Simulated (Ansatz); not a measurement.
# SBr3: the cost of one run

Method: DFT r2SCAN, scalar-relativistic, plane waves, PAW, in Ansatz 0.2.0.

### Step 1. Starting point

It takes space group I4/mmm (No. 139, tetragonal). The conventional cell has a = 3.883 Å, b = 3.883 Å, c = 16.241 Å, α = 90.00°, β = 90.00°, γ = 90.00°. Around S (site symmetry 4/mmm) lie 4 Br at 2.75 Å. Around Br (site symmetry -4m2) lie 4 Br at 2.75 Å. Br (site symmetry 4/mmm) is surrounded by 4 S at 2.75 Å.

Coordinates:

```cif
data_structure
_symmetry_space_group_name_H-M 'I4/mmm'
_symmetry_Int_Tables_number 139
_cell_length_a 3.8830
_cell_length_b 3.8830
_cell_length_c 16.2413
_cell_angle_alpha 90.000
_cell_angle_beta 90.000
_cell_angle_gamma 90.000
_cell_volume 244.89
loop_
_atom_site_label
_atom_site_type_symbol
_atom_site_symmetry_multiplicity
_atom_site_Wyckoff_symbol
_atom_site_fract_x
_atom_site_fract_y
_atom_site_fract_z
_atom_site_occupancy
S1 S 2 a 0.00000 0.00000 0.00000 1
Br1 Br 4 d 0.00000 0.50000 0.25000 1
Br2 Br 2 b 0.50000 0.50000 0.00000 1
```

The structure comes from the Materials Project (structure only).

### Step 2. Another functional, on a distorted cell: r2SCAN

The change: strain xx, yy, zz, yz, xz, xy = +3.0, +3.0, +3.0, +0.0, +0.0, +0.0 %.

input.yaml

```yaml
crystal:
  lattice:
    - [-1.9996869092, 1.9996869092, 8.3639343744]
    - [1.9996869092, -1.9996869092, 8.3639343744]
    - [1.9996869092, 1.9996869092, -8.3639343744]
  atoms:
    - { symbol: S, position: [0.0, 0.0, 0.0] }
    - { symbol: Br, position: [0.75, 0.25, 0.5] }
    - { symbol: Br, position: [0.25, 0.75, 0.5] }
    - { symbol: Br, position: [0.5, 0.5, 0.0] }
basis:
  ecutwfc: 500
kpoints:
  mp_grid: { grid: [16, 16, 16] }
hamiltonian:
  xc: r2scan
scf:
  occupations: { method: gaussian, width: 0.1 }
output:
  forces: true
  stress: true
  eigenvalues: true
```

Command:

```
> ansatz run input.yaml --threads 1 --pin off --max-ram 1331MiB --backend cpu --events-out ev --progress --plain --runs-dir out
```

Q: Estimate wall time and peak memory on 1 thread of an Arm CPU, shared host.

About 1.9 min, with a peak of 1.1 GiB.
